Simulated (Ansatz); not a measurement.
# Cl3F2HSi2: one species, many methods

An exercise on one series of results from a longer session: the logs are not shown, and one member is left open.

Computed with Ansatz 0.2.0, Gaussian basis. Level: functionals in def2-TZVPP, the program's frozen cores in correlated methods.

The runs, in order: LDA (SPW92), PBE-D4, revPBE-D4, BLYP-D4, r2SCAN-D4, B97M-V, PBE0-D4, B3LYP-D4, r2SCANh-D4, r2SCAN0-D4, HSE06-D4, BHLYP-D4, CAM-B3LYP-D4, LC-ωPBE, ωB97X-V, ωB97M-V, B2PLYP, PBE-QIDH; CCSD(T)/def2-SVP; CCSD(T)/def2-TZVPP; MP2/def2-QZVPP; extrapolation to the limit; RPA on PBE.

## The geometry

An earlier PBE0-D4 in a triple-zeta def2 set relaxation fixed the geometry.

SMILES `F[SiH](F)[Si](Cl)(Cl)Cl`, 8 atoms, charge 0, spin multiplicity 1.

Atoms are counted from 1 here; the program's logs count them from 0.

Bond lengths: F1–Si2 1.586 Å, Si2–F3 1.586 Å, Si2–Si4 2.343 Å, Si2–H8 1.478 Å, Si4–Cl5 2.038 Å, Si4–Cl6 2.038 Å, Si4–Cl7 2.034 Å. Angles: F1–Si2–F3 108.0°, F1–Si2–Si4 108.6°, F1–Si2–H8 108.7°, F3–Si2–Si4 108.6°, F3–Si2–H8 108.7°, Si4–Si2–H8 114.1°, Si2–Si4–Cl5 109.1°, Si2–Si4–Cl6 109.0°, Si2–Si4–Cl7 111.1°, Cl5–Si4–Cl6 108.9°, Cl5–Si4–Cl7 109.3°, Cl6–Si4–Cl7 109.3°.

Set-up of the first run:

Input file in.yaml:

```yaml
crystal:
  periodic: [false, false, false]
  atoms:
    - {symbol: F, position_ang: [1.043506, -0.878419, 1.840600]}
    - {symbol: Si, position_ang: [0.229325, -1.104770, 0.497907]}
    - {symbol: F, position_ang: [1.146218, -1.933377, -0.496908]}
    - {symbol: Si, position_ang: [-0.222162, 0.983322, -0.464244]}
    - {symbol: Cl, position_ang: [-1.238743, 0.706373, -2.209001]}
    - {symbol: Cl, position_ang: [-1.384221, 2.066703, 0.812609]}
    - {symbol: Cl, position_ang: [1.495948, 2.003929, -0.840974]}
    - {symbol: H, position_ang: [-0.977670, -1.900861, 0.804210]}
basis:
  gaussian: {orbitals: def2-TZVPP}
hamiltonian: {xc: lda}
output: {orbitals: {seedname: orbitals}}
```

Run with:

```bash
$ ansatz run in.yaml --threads 2 --pin off --events-out ev --progress --plain --max-ram 32768MiB --backend cuda --devices 0, --max-vram 18GiB
```

Among the steps run: LDA; PBE-D4 (GGA); revPBE-D4 (GGA); BLYP-D4 (GGA); r2SCAN-D4 (meta-GGA); B97M-V (meta-GGA); B3LYP-D4 (hybrid); r2SCANh-D4 (hybrid); r2SCAN0-D4 (hybrid); HSE06-D4 (hybrid); BHLYP-D4 (hybrid); CAM-B3LYP-D4 (range-separated); LC-ωPBE (range-separated); ωB97X-V (range-separated); ωB97M-V (range-separated); B2PLYP (double hybrid); PBE-QIDH (double hybrid).

One of the session's tables, all rows but one given; the rest of the session is left out.

It belongs to the step «Orbital energies across the functionals». 

| functional | HOMO (eV) | gap (eV) |
| --- | --- | --- |
| LDA (SPW92) | -7.60 | 5.42 |
| PBE-D4 | -7.48 | 5.57 |
| revPBE-D4 | ? | ? |
| BLYP-D4 | -7.37 | 5.67 |
| r2SCAN-D4 | -7.81 | 6.12 |
| B97M-V | -7.88 | 6.09 |
| PBE0-D4 | -8.77 | 7.68 |
| B3LYP-D4 | -8.57 | 7.34 |
| r2SCANh-D4 | -8.27 | 6.88 |
| r2SCAN0-D4 | -8.97 | 8.02 |
| HSE06-D4 | -8.37 | 6.91 |
| BHLYP-D4 | -9.98 | 9.88 |
| CAM-B3LYP-D4 | -10.09 | 10.12 |
| LC-ωPBE | -11.36 | 12.48 |
| ωB97X-V | -11.04 | 12.07 |
| ωB97M-V | -10.79 | 11.58 |

**Question.** Estimate the row for revPBE-D4.

The run gave: HOMO (eV): -7.42; gap (eV): 5.63. In the column «HOMO (eV)» it lies between PBE-D4 (-7.48) and BLYP-D4 (-7.37).
